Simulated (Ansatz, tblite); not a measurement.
Si3Ge: GFN2-xTB, run from Python

These are simulated results from tblite 0.8.0, not measurements. The cell was built from a prototype and was relaxed with r2SCAN in plane waves (Ansatz 0.2.0). Not every such cell is a known phase. All runs are without spin polarisation.

It is trigonal, R3m (No. 160); conventional cell a = 3.885 Å, c = 19.023 Å, 20.72 Å³ an atom. Around Si lie 3 Si at 2.37 Å and 1 Ge at 2.40 Å; around Si lie 1 Si at 2.35 Å and 3 Ge at 2.39 Å; around Si lie 4 Si at 2.35–2.37 Å; around Ge lie 4 Si at 2.39–2.40 Å.

tblite solves periodic systems at the zone centre alone, so the script builds a cluster of 3×3×1 conventional cells (108 atoms), which folds in a coarse mesh of k points.

Input script:

```python
import json
from ase import Atoms
from ase.build import make_supercell
from ase.units import Bohr, GPa, Hartree
from tblite.interface import Calculator

atoms = Atoms(['Si', 'Si', 'Si', 'Ge'],
              cell=[[1.94265275, 1.12159109, 6.34096762], [-1.94265275, 1.12159109, 6.34096762], [0.0, -2.24318217, 6.34096762]],
              scaled_positions=[[1.001336343, 0.001336343, 0.001336343], [0.498705595, 0.498705595, 0.498705595], [0.375007169, 0.375007169, 0.375007169], [0.874950893, 0.874950893, 0.874950893]],
              pbc=True)
cluster = make_supercell(atoms, [[0, 3, -3], [3, -3, 0], [-1, -1, -1]])
calc = Calculator('GFN2-xTB', cluster.numbers, cluster.positions / Bohr, lattice=cluster.cell[:] / Bohr, periodic=cluster.pbc)
calc.set('temperature', 0.02 / Hartree)
calc.set('max-iter', 150)
res = calc.singlepoint()
levels = res.get('orbital-energies') * Hartree
nv = round(res.get('orbital-occupations').sum() / 2)
cells = len(cluster) // len(atoms)
out = {'energy_per_cell': res.get('energy') * Hartree / cells, 'homo': levels[nv - 1], 'lumo': levels[nv],
       'stress': (-res.get('virial') * Hartree / cluster.get_volume() / GPa).tolist(), 'charges': res.get('charges')[:len(atoms)].tolist(), 'electrons': 2 * nv / cells}
json.dump(out, open('results.json', 'w'))
for key, value in out.items():
    print(key, value)
```

Command: `python run.py`. It took 20 s on 1 thread of Arm Neoverse V1, with other jobs on the host, peak memory 0.22 GiB.

Output:

```
------------------------------------------------------------
  cycle        total energy    energy error   density error
------------------------------------------------------------
      1     -180.3047061034  -1.8136933E+02   5.9905452E-01
      2     -138.5152561686   4.1789450E+01   5.8909854E-01
      3     -167.4169199915  -2.8901664E+01   6.5395296E-01
      4     -189.3633576090  -2.1946438E+01   1.4006601E-01
      5     -191.4943996940  -2.1310421E+00   5.5258728E-02
      6     -191.4994716847  -5.0719906E-03   4.9072808E-02
      7     -191.5596723026  -6.0200618E-02   3.8346805E-02
      8     -191.5591616482   5.1065436E-04   3.8405974E-02
      9     -191.5089468981   5.0214750E-02   2.9175858E-02
     10     -191.5100138734  -1.0669753E-03   3.7513339E-02
     11     -191.4980258741   1.1987999E-02   2.5118045E-02
     12     -191.5164549156  -1.8429041E-02   1.4290244E-02
     13     -191.5180933298  -1.6384142E-03   4.2607039E-03
     14     -191.5185933554  -5.0002559E-04   2.1529380E-03
     15     -191.5185539336   3.9421794E-05   1.8235090E-03
     16     -191.5189426793  -3.8874575E-04   8.3233880E-04
     17     -191.5189439398  -1.2604413E-06   4.5784436E-04
     18     -191.5189505865  -6.6467364E-06   2.9137719E-04
     19     -191.5189514062  -8.1966078E-07   2.7417662E-04
     20     -191.5189555563  -4.1501753E-06   1.1697720E-04
     21     -191.5189561538  -5.9744463E-07   5.0172365E-05
     22     -191.5189562743  -1.2050600E-07   2.2156377E-05
     23     -191.5189562723   2.0299069E-09   2.2244984E-05
     24     -191.5189562781  -5.8233525E-09   2.0049613E-05
     25     -191.5189562768   1.2905446E-09   2.0690949E-05
     26     -191.5189562712   5.6475074E-09   2.2609106E-05
     27     -191.5189562756  -4.4368278E-09   2.0191869E-05
     28     -191.5189562769  -1.2955752E-09   1.3966665E-05
------------------------------------------------------------

 total:                                  19.196 sec
energy_per_cell -193.01837963830675
homo -7.258456903121549
lumo -5.626888350284015
stress [[-2.921145873239691, -3.398819657112463e-05, 8.776828148727747e-05], [-3.398819657157737e-05, -2.9213430048858626, 0.0008223660817132307], [8.776828148753232e-05, 0.0008223660817133801, -3.3450267145748325]]
charges [0.08451186377682124, -0.016540666186545254, 0.04974580988417009, -0.1177025678992376]
electrons 16.0
```

The cycle table is in hartree for the whole cluster, and the lines after it are in eV (the energy for one cell). The printed stress is in GPa and positive in compression, and the pressure is its mean diagonal.

GFN2-xTB gives a gap of 1.63 eV. On the same cell, plane-wave PBE (Ansatz, 8×8×8 k points and the special points) gives a gap of 0.53 eV and r2SCAN a gap of 0.72 eV; on shared hosts these took about 13 and 30 core-seconds on the 4-atom cell, against 20 for the script. Semilocal gaps usually lie below measured ones. xTB was fitted to molecules, so gaps, charges and pressures of solids can be far off, and the gap also depends on the size of the cluster.

The same script was run on cells scaled at fixed shape and fractional coordinates:

```csv
volume (Å³/atom),energy (meV/atom),"pressure (GPa, positive in compression)",gap (eV)
18.24,56.1,12.51,1.59
19.48,-1.8,3.04,1.62
20.72,0.0,-3.06,1.63
21.97,39.2,-6.79,1.63
23.21,100.1,-8.59,1.61
```

A Birch-Murnaghan fit puts the minimum at 20.02 Å³/atom, 3.4 % below the given cell, with a bulk modulus of 99.3 GPa at fixed shape.

xTB was fitted mostly to molecules, and a small cluster samples few k points, so gaps, pressures and kinks along a curve can be far from a solid's.

Spin-orbit coupling is left out.
